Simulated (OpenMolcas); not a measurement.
# Tm²⁺ among point charges: CASSCF and CASPT2 levels and susceptibility

How does a field of 6 point charges split the states of Tm²⁺, and what χT follows?

Method: state-averaged CASSCF and CASPT2, spin-orbit coupling by RASSI with atomic mean-field integrals. Code: OpenMolcas 26.06.

### Step 1. The atom as given

- Species: Tm²⁺ (thulium, Z = 69, 67 electrons)
- Basis: ANO-RCC-VDZP [7s6p4d2f1g], 68 functions
- Scalar Hamiltonian: DKH2, point nucleus
- Inactive shells: 1s 2s 2p 3s 3p 3d 4s 4p 4d 5s 5p
- Active space: 13 electrons in 7 orbitals (4f)
- Some configurations of this space: 4f¹³
- Orbitals: optimised for the highest spin of each parity, averaged over all roots

The outer shells:

4f13
```
4f [↑↓][↑↓][↑↓][↑↓][↑↓][↑↓][↑ ]
```

The ion sits among 6 point charges of -1.5 e arranged as a trigonal antiprism (D3d), 3.1 Å from the ion, with a polar angle of 56.4° against the regular 54.74°.

Each step is its own input file, run in one work folder so that later steps find the files of earlier ones. Labels, J, g values, rates, χT and fits are worked out afterwards by a script from the matrices that RASSI stores. The input lists half of the charges; inversion (Group=XYZ) makes the rest.

### Step 2. GATEWAY and SEWARD: basis and integrals

The input, a.inp:

```
&GATEWAY
Coord
1

Tm 0.0 0.0 0.0
Basis=ANO-RCC-VDZP
Group=XYZ
NoMove
AngMom=0.0 0.0 0.0
AMFI
XField
3 Angstrom 0
0.000000 2.581387 1.716520 -1.500000
2.235547 -1.290694 1.716520 -1.500000
2.235547 1.290694 -1.716520 -1.500000
&SEWARD
```

The run is started by

```sh
OMP_NUM_THREADS=1 MOLCAS_MEM=2252 MOLCAS_PROJECT=a pymolcas a.inp > a.log
```

### Step 3. CASSCF: doublets of odd parity, 7 roots

The input, a.inp:

```
&RASSCF
FileOrb=start.orb
Symmetry=2
Spin=2
nActEl=13 0 0
Inactive=15 12
Ras2=0 7
CIRoot=7 7 1
SDav=7
CIMx=300
Iter=120 100
PrWF=0.3
OrbListing=Nothing
MaxOrb=0
>>> COPY $Project.JobIph JOB001
```

start.orb holds the contracted functions of the basis, ordered by shell, or the orbitals of the step before.

### Step 4. RASSI: spin-orbit coupling between the states

The input, a.inp:

```
&RASSI
NrOfJobIphs=1 7
1 2 3 4 5 6 7
IphNames
JOB001
EJob
SpinOrbit
DIPRint=1.0
SOCoupling=1000.0
Subsets=2
Property=9
'ANGMOM' 1 'ANGMOM' 2 'ANGMOM' 3 'MLTPL  1' 1 'MLTPL  1' 2 'MLTPL  1' 3
'AMFI' 1 'AMFI' 2 'AMFI' 3
SOProperty=3
'ANGMOM' 1 'ANGMOM' 2 'ANGMOM' 3
```

### Step 5. CASPT2: IPEA 0.25, imaginary shift 0.1 (closed shells correlated: 5s 5p)

The input, a.inp:

```
>>> COPY JOB001 $Project.JobIph
&CASPT2
Multistate=7 1 2 3 4 5 6 7
NoMult
Frozen=14 9
IPEA=0.25
Imaginary=0.1
MaxIter=60
WThr=0.0 0.3 0.05
PrWF=0.5
NoMix
```

(Steps that only read results are left out.)

Before running it: what results should come out? Wanted: spin-free ground state; first state of the same spin within the active space; lowest level; next level.

As calculated:

```
                                            quantity                                                                        value
                                              method  SS-CASPT2, IPEA 0.25, imaginary shift 0.1 (closed shells correlated: 5s 5p)
                              spin-free ground state                                              2A2, 1-fold in its orbital part
first state of the same spin within the active space                                                             2A1 at 32.4 cm⁻¹
                                        lowest level                                            2-fold E1/2, g = 1.17, 1.17, 7.20
                                          next level                                                                    54.3 cm⁻¹
                                         χT at 300 K                                                               2.56 cm³ K/mol
                           effective moment at 300 K                                                                      4.52 μB
```

Cost by method:

```
                                              method  time of its own steps  time with the reference
                                           A. CASSCF                  2.2 s                    2.2 s
B. SS-CASPT2, IPEA 0.25, imaginary shift 0.1, +5s 5p                  1.4 s                    3.5 s
```

Times are of one thread on a shared host.

**Reading.** The spin-free ground state (2A2) comes to 100 % from free-ion F terms and keeps the highest spin of the shell. This is an electrostatic model: the charges have no orbitals.
